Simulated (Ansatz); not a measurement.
# ClGaH2O2 + H2: a complex and its separated parts

Aim: how far the complex at one end of a reaction step lies below its separated, relaxed parts, level by level.

Computed with Ansatz 0.2.0, Gaussian basis. Level: PBE0-D4/def2-TZVP structures, single points in def2-TZVPP, no counterpoise correction.

Levels: SPW92, PBE-D4, BLYP-D4, r2SCAN-D4, B97M-V, PBE0-D4, B3LYP-D4, r2SCAN0-D4, BHLYP-D4, CAM-B3LYP-D4, wB97X-V, wB97M-V, B2PLYP, PBE-QIDH, RPA on PBE, Hartree-Fock, MP2, CCSD, CCSD(T).

Cores are frozen in the correlated methods. Filled d shells of the heavier atoms are correlated. B3LYP uses VWN-RPA correlation. B2PLYP carries no dispersion term here.

94 further runs of the same task are left out: 94 set aside as unsound or not needed.

## Step 1: The starting structure

The complex: 8 atoms, charge 0, spin multiplicity 1.

Atoms are counted from 1 here; the program's logs count them from 0.

Bond lengths: Ga1–Cl2 2.140 Å, Ga1–O3 1.766 Å, Ga1–O4 1.766 Å, O3–H7 0.960 Å, O4–H8 0.960 Å, H5–H6 0.750 Å. Angles: Cl2–Ga1–O3 120.7°, Cl2–Ga1–O4 120.7°, O3–Ga1–O4 118.5°, Ga1–O3–H7 112.9°, Ga1–O4–H8 112.9°.

Coordinates:

```
Ga   -0.2161   -0.4913   -0.3572
Cl    1.6076   -1.6010   -0.2019
O    -0.4833    0.6188   -1.7040
O    -1.5248   -0.7418    0.8013
H     1.1491    1.2746    1.1693
H     0.5031    1.6501    1.1094
H     0.2681    0.6721   -2.2992
H    -1.3037   -1.3813    1.4824
```

Its parts: ClGaH2O2 holds atoms 1, 2, 3, 4, 7, 8; H2 holds atoms 5, 6. Each part counts its atoms afresh in its own runs.

## Step 2: Relaxing ClGaH2O2 alone

Input file relax-a/in.yaml:

```yaml
crystal:
  periodic: [false, false, false]
  atoms:
    - {symbol: Ga, position_ang: [-0.216113, -0.491336, -0.357226]}
    - {symbol: Cl, position_ang: [1.607568, -1.601031, -0.201903]}
    - {symbol: O, position_ang: [-0.483296, 0.618753, -1.704031]}
    - {symbol: O, position_ang: [-1.524770, -0.741826, 0.801348]}
    - {symbol: H, position_ang: [0.268077, 0.672078, -2.299188]}
    - {symbol: H, position_ang: [-1.303724, -1.381284, 1.482395]}
basis:
  gaussian: {orbitals: def2-TZVP}
hamiltonian: {xc: pbe0, dispersion: d4}
relax: {f_tol: 0.005, max_steps: 200}
```

Run with:

```sh
$ ansatz run in.yaml --threads 4 --pin off --events-out ev --progress --plain --max-ram 9574MiB
```

Further steps of the session: Relaxing H2 alone; SPW92/def2-TZVPP; PBE-D4/def2-TZVPP; BLYP-D4/def2-TZVPP; r2SCAN-D4/def2-TZVPP; B97M-V/def2-TZVPP; PBE0-D4/def2-TZVPP; B3LYP-D4/def2-TZVPP; r2SCAN0-D4/def2-TZVPP; BHLYP-D4/def2-TZVPP; CAM-B3LYP-D4/def2-TZVPP; wB97X-V/def2-TZVPP; wB97M-V/def2-TZVPP; B2PLYP/def2-TZVPP; PBE-QIDH/def2-TZVPP; RPA on PBE/def2-TZVPP; CCSD(T)/def2-TZVPP; Vibrations of ClGaH2O2; Vibrations of H2.

Before running it: what results should come out? Wanted: complex less parts, CCSD(T)/def2-TZVPP; with zero-point energy; largest T1 diagnostic.

**Answer**, as computed:

| quantity | value |
| --- | --- |
| complex less parts, CCSD(T)/def2-TZVPP | -5.2 kJ/mol |
| with zero-point energy | -0.1 kJ/mol |
| largest T1 diagnostic | 0.013 |

In words: At CCSD(T) the complex lies 5.2 kJ/mol below its parts. PBE-QIDH is the best functional here (+0.1 kJ/mol from CCSD(T)); SPW92 is the worst (-8.0 kJ/mol). Mean unsigned error by rung: LDA 8.0, GGA 1.5, meta-GGA 0.7, hybrid 1.2, range-separated hybrid 1.0, double hybrid 1.7 kJ/mol. PBE-D4 gives a relative energy 1.0 kJ/mol too low, an error of 19 % of the reference. No counterpoise was applied, and triple zeta lacks some correlation, so the CCSD(T) reference has a basis error of its own, and close matches with it are partly luck.
